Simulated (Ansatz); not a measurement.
# HfN (rocksalt type): how the settings move a single-point run

How sensitive is a single-point run of HfN (rocksalt type) to its settings? A reference run comes first, then one run with altered input.

Program: Ansatz 0.2.0. Level of theory: reference: DFT, PBEsol, PAW with Ansatz's default frozen-core files, scalar-relativistic. These are calculated values, not measurements.

2 further runs of the same task are left out: 2 that didn't finish. Runs told in other sessions of the task aren't counted.

**1. The system as given**

Symmetry: Fm-3m, No. 225, cubic system. Conventional cell: a = 4.378 Å, b = 4.378 Å, c = 4.378 Å, α = 90.00°, β = 90.00°, γ = 90.00°. Hf (site symmetry m-3m) has 6 N at 2.19 Å in its first shell of neighbours. Around N (site symmetry m-3m) lie 6 Hf at 2.19 Å.

Coordinates:

```
Hf N
1.0
     0.00000    2.18913    2.18913
     2.18913    0.00000    2.18913
     2.18913    2.18913    0.00000
Hf N
1 1
Direct
  0.00000 0.00000 0.00000
  0.50000 0.50000 0.50000
```

**2. Baseline**

The input, input.yaml:

```yaml
crystal:
  lattice:
    - [0.0, 2.1891343337, 2.1891343337]
    - [2.1891343337, 0.0, 2.1891343337]
    - [2.1891343337, 2.1891343337, 0.0]
  atoms:
    - { symbol: Hf, position: [0.0, 0.0, 0.0] }
    - { symbol: "N", position: [0.5, 0.5, 0.5] }
kpoints:
  mp_grid: { grid: [15, 15, 15] }
scf:
  occupations: { method: fermi_dirac, width: 0.1 }
hamiltonian:
  xc: pbesol
  pseudopotentials: { kind: paw }
output:
  forces: true
  stress: true
  eigenvalues: true
  populations: true
```

The run is started by

```
> ansatz run input.yaml --threads 1 --pin off --max-ram 2048MiB --backend cpu --events-out ev --progress --plain --runs-dir out
```

**3. Changed: mixing.algorithm broyden, mixing.beta 0.3, scf.algorithm direct_min, xc r2scan**

Edit input.yaml of step 2 so:

```diff
@@ -12,4 +12,6 @@
   occupations: { method: fermi_dirac, width: 0.1 }
+  mixing: { algorithm: broyden, beta: 0.3 }
+  algorithm: direct_min
 hamiltonian:
-  xc: pbesol
+  xc: r2scan
   pseudopotentials: { kind: paw }
```

Before running it: what results should come out? Wanted: for each run, ending; energy change; pressure; gap; force.

The runs gave:

```
                                                                              run     ending   energy change  pressure (GPa)  gap (eV)  force (eV/Å)  cycles   time
                                                                        reference  converged               -            28.3      0.00          0.00       7  1.4 s
1: mixing.algorithm broyden, mixing.beta 0.3, scf.algorithm direct_min, xc r2scan  converged  not comparable            34.5      0.00          0.00       6  7.7 s
```

Residual by cycle in the longest SCF loop of each run; runs are numbered as in the table. The quantity is the density residual dr2, in eV.

```
cycle  reference    run 1
    1     0.0278   0.0148
    2    0.00183   0.0124
    3     1.3e-4  0.00125
    4     9.0e-6   8.4e-6
    5     2.4e-6   5.3e-8
    6     1.6e-7   1.4e-9
    7     7.6e-9        -
```

Total energies don't compare across a change of functional; the pressure goes from 28.3 to 34.5 GPa. At this fixed cell a higher pressure means that this functional prefers a larger volume than the reference. Cost: 6 SCF cycles against 7, 7.7 s against 1.4 s. The structure is not at rest: the sound run finds 28 GPa, so these are no properties of the relaxed crystal. 
